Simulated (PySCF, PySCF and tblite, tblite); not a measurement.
**C5H8Si: a path driven as a shift of bonds, and NMR exchange**

The task here is to estimate one member of a computed series from the others.

Programs: PySCF 2.14.0 with density-fitted response routines of our own, and tblite 0.8.0. All values are computed, except where a source is named. Atoms count from 0 throughout.

## The molecule as given

14 atoms, charge 0, multiplicity 1; geometry from: force field or distance geometry start.

Bonds of the start (Å): C1–C2 1.33, C1–C5 1.46, C2–C3 1.50, C2–H9 1.08, C3–C4 1.52, C3–H10 1.10, C3–H11 1.09, C4–C5 1.33, C4–H12 1.08, C5–H13 1.08, Si0–C1 1.83, Si0–H6 1.48, Si0–H7 1.49, Si0–H8 1.49.

Set-up of the first run:

The job: settings as JSON, then the geometry in Å.

```
{"job": {"xc": "GFN2-xTB", "basis": "xTB", "kind": "relax"}, "charge": 0, "multiplicity": 1}
Si     1.585600     1.143400    -0.087400
C     -0.110100     0.594200    -0.483100
C     -0.793700     0.725800    -1.611300
C     -2.161900     0.114200    -1.479300
C     -2.115800    -0.407500    -0.056300
C     -0.931700    -0.117800     0.484900
H      2.581700     0.275900    -0.750300
H      1.797400     2.541700    -0.559800
H      1.827600     1.108000     1.380400
H     -0.467200     1.213000    -2.514800
H     -2.303300    -0.710900    -2.187600
H     -2.956700     0.847500    -1.594600
H     -2.928800    -0.926700     0.434200
H     -0.625500    -0.373500     1.492900
```

Command:

```bash
$ OMP_NUM_THREADS=1 python ens_run.py task.json out
```

This one command runs the whole study; its stages follow in the order run.

Steps of the session up to this table: GFN2-xTB relaxation, start minimum; Relaxed scan, to the middle; Relaxed scan, from the middle, back; Relaxed scan, from the middle, on; Nudged elastic band, leg 1; Saddle search, leg 1; DFT refinement, start: B3LYP-D3(BJ)/def2-SVP; Shieldings, start: PBE0/pcSseg-1; Shieldings, saddle of leg 1: PBE0/pcSseg-1; Barriers, rates and exchange; Nudged elastic band, band settings drawn wide; Shieldings, start: HSE06/pcSseg-1; Single-point energy, saddle of leg 1: HSE06/pcSseg-1; Second level: HSE06/pcSseg-1 + D3(BJ).

One table of the session follows, with a row left open; its other results are not shown here.

Barriers by level (kcal/mol; entropies in cal/(mol K)). Zero-point and thermal terms come from xTB in every row. ΔG‡ leaves symmetry out; the rate counts equivalent paths (a factor of 2); effective ΔG‡, where given, is the barrier that would give that rate by Eyring's equation alone:

| level | ΔE‡ | with zero-point | ΔH‡ | ΔG‡ (298 K) | k at 298 K (1/s) |
| --- | --- | --- | --- | --- | --- |
| GFN2-xTB | 28.24 | 25.78 | 25.63 | 25.56 | 2.3e-06 |
| B3LYP-D3(BJ)/def2-SVP | 26.94 | 24.48 | 24.34 | 24.27 | 2e-05 |
| PBE0/pcSseg-1 + D3(BJ) | ? | ? | ? | ? | ? |
| HSE06/pcSseg-1 + D3(BJ) | 25.91 | 23.45 | 23.31 | 23.23 | 0.00012 |

Estimate the missing values for PBE0/pcSseg-1 + D3(BJ).

**Answer.** ΔE‡: 25.76; with zero-point: 23.30; ΔH‡: 23.16; ΔG‡ (298 K): 23.09; k at 298 K (1/s): 0.00015. In the column «ΔE‡» it is the lowest.

Limits of these values: The moving atom is hydrogen and the barrier is narrow, so tunnelling, which is left out, should speed the exchange.
